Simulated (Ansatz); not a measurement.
# CH₆SeSn: one species, many methods

How much do the methods differ for CH₆SeSn? The plan is to run it at one geometry with functionals of several rungs and with coupled cluster, and see how far each lands from CCSD(T) at the basis-set limit for the atomisation energy.

Program: Ansatz 0.2.0, Gaussian basis. Level of theory: functionals in def2-TZVPP, the program's frozen cores in correlated methods. These are calculated values, not measurements.

Levels to be run: LDA (SPW92), PBE-D4, revPBE-D4, BLYP-D4, r2SCAN-D4, B97M-V, PBE0-D4, B3LYP-D4, r2SCANh-D4, r2SCAN0-D4, HSE06-D4, BHLYP-D4, CAM-B3LYP-D4, LC-ωPBE, ωB97X-V, ωB97M-V, B2PLYP, PBE-QIDH; CCSD(T)/def2-SVP; CCSD(T)/def2-TZVPP; MP2/def2-QZVPP; extrapolation to the limit; RPA on PBE.

## 1. The geometry

All runs share one geometry, relaxed beforehand with PBE0-D4 in a triple-zeta def2 set. Sn takes the def2 core potential; no spin-orbit term is included.

SMILES `C[Se][SnH3]`, 9 atoms, charge 0, spin multiplicity 1.

Atoms are counted from 1 here; the program's logs count them from 0.

Bond lengths: C1–Se2 1.960 Å, C1–H4 1.088 Å, C1–H5 1.088 Å, C1–H6 1.089 Å, Se2–Sn3 2.522 Å, Sn3–H7 1.709 Å, Sn3–H8 1.702 Å, Sn3–H9 1.709 Å. Angles: Se2–C1–H4 110.7°, Se2–C1–H5 110.7°, Se2–C1–H6 106.1°, H4–C1–H5 110.6°, H4–C1–H6 109.3°, H5–C1–H6 109.3°, C1–Se2–Sn3 96.9°, Se2–Sn3–H7 109.1°, Se2–Sn3–H8 107.0°, Se2–Sn3–H9 109.4°, H7–Sn3–H8 111.1°, H7–Sn3–H9 109.0°, H8–Sn3–H9 111.0°.

## 2. LDA

This LDA is Slater exchange with PW92 correlation.

The input, in.yaml:

```yaml
crystal:
  periodic: [false, false, false]
  atoms:
    - {symbol: C, position_ang: [-0.722173, 1.123474, -1.054075]}
    - {symbol: Se, position_ang: [-0.510367, -0.820040, -1.188622]}
    - {symbol: Sn, position_ang: [0.711658, -1.144472, 0.993272]}
    - {symbol: H, position_ang: [-1.320625, 1.385733, -0.183790]}
    - {symbol: H, position_ang: [0.248718, 1.613479, -1.013672]}
    - {symbol: H, position_ang: [-1.244924, 1.433360, -1.957628]}
    - {symbol: H, position_ang: [2.138032, -0.203281, 0.981612]}
    - {symbol: H, position_ang: [1.071560, -2.803478, 1.121264]}
    - {symbol: H, position_ang: [-0.283379, -0.630974, 2.284340]}
basis:
  gaussian: {orbitals: def2-TZVPP}
hamiltonian: {xc: lda}
output: {orbitals: {seedname: orbitals}}
```

Command:

```bash
ansatz run in.yaml --threads 4 --pin off --events-out ev --progress --plain --max-ram 10444MiB
```

The runs that follow: PBE-D4 (GGA); revPBE-D4 (GGA); BLYP-D4 (GGA); r2SCAN-D4 (meta-GGA); B97M-V (meta-GGA); B3LYP-D4 (hybrid); r2SCANh-D4 (hybrid); r2SCAN0-D4 (hybrid); HSE06-D4 (hybrid); BHLYP-D4 (hybrid); CAM-B3LYP-D4 (range-separated); LC-ωPBE (range-separated); ωB97X-V (range-separated); ωB97M-V (range-separated); B2PLYP (double hybrid); PBE-QIDH (double hybrid); CCSD(T) in def2-SVP; CCSD(T) in def2-TZVPP; MP2 in def2-QZVPP; RPA on PBE orbitals.

Q: Predict the results of all the runs planned. Wanted: atomisation energy, CCSD(T)/CBS; farthest beyond LDA; mean size of error, GGA; mean size of error, meta-GGA; mean size of error, hybrid; mean size of error, range-separated; mean size of error, double hybrid; gap, smallest and largest; T1 diagnostic.

The runs gave:

```
                               quantity                                             value
        atomisation energy, CCSD(T)/CBS                                         27.215 eV
    functionals within 0.272 eV (1.0 %)  PBE-D4, r2SCAN-D4, B97M-V, CAM-B3LYP-D4, ωB97X-V
                    farthest beyond LDA                              BHLYP-D4 (-0.788 eV)
                mean size of error, GGA                                          0.478 eV
           mean size of error, meta-GGA                                          0.156 eV
             mean size of error, hybrid                                          0.458 eV
    mean size of error, range-separated                                          0.321 eV
      mean size of error, double hybrid                                          0.615 eV
              gap, smallest and largest         3.77 eV (LDA (SPW92)), 10.42 eV (LC-ωPBE)
                          T1 diagnostic                                            0.0110
triples share of the correlation energy                                             3.3 %
```

LDA overbinds by 3.366 eV (12 %). PBE-D4 is off by -0.169 eV. Double hybrids carry the basis error of their MP2 part in triple zeta, and no dispersion term here, so their miss is partly the set-up's. Taken by rung, meta-GGA functionals do best (0.156 eV on average) and double hybrid ones worst beyond LDA (0.615 eV). Misses under about 0.272 eV are within the doubt on the reference itself, which lacks core-valence correlation, spin-orbit coupling and higher excitations, and its outer-core shells are covered unevenly. All levels share the lack of spin-orbit coupling, which lowers the free heavy atoms and so the true binding. Hartree-Fock recovers 72 % of the binding; the rest is correlation. CCSD(T) in def2-SVP is off by -1.940 eV, which most functionals beat. Orbital gaps span 3.8 to 10.4 eV; exact exchange widens them. Correlated methods include outer-core shells of Se, Sn, which these sets cover unevenly.
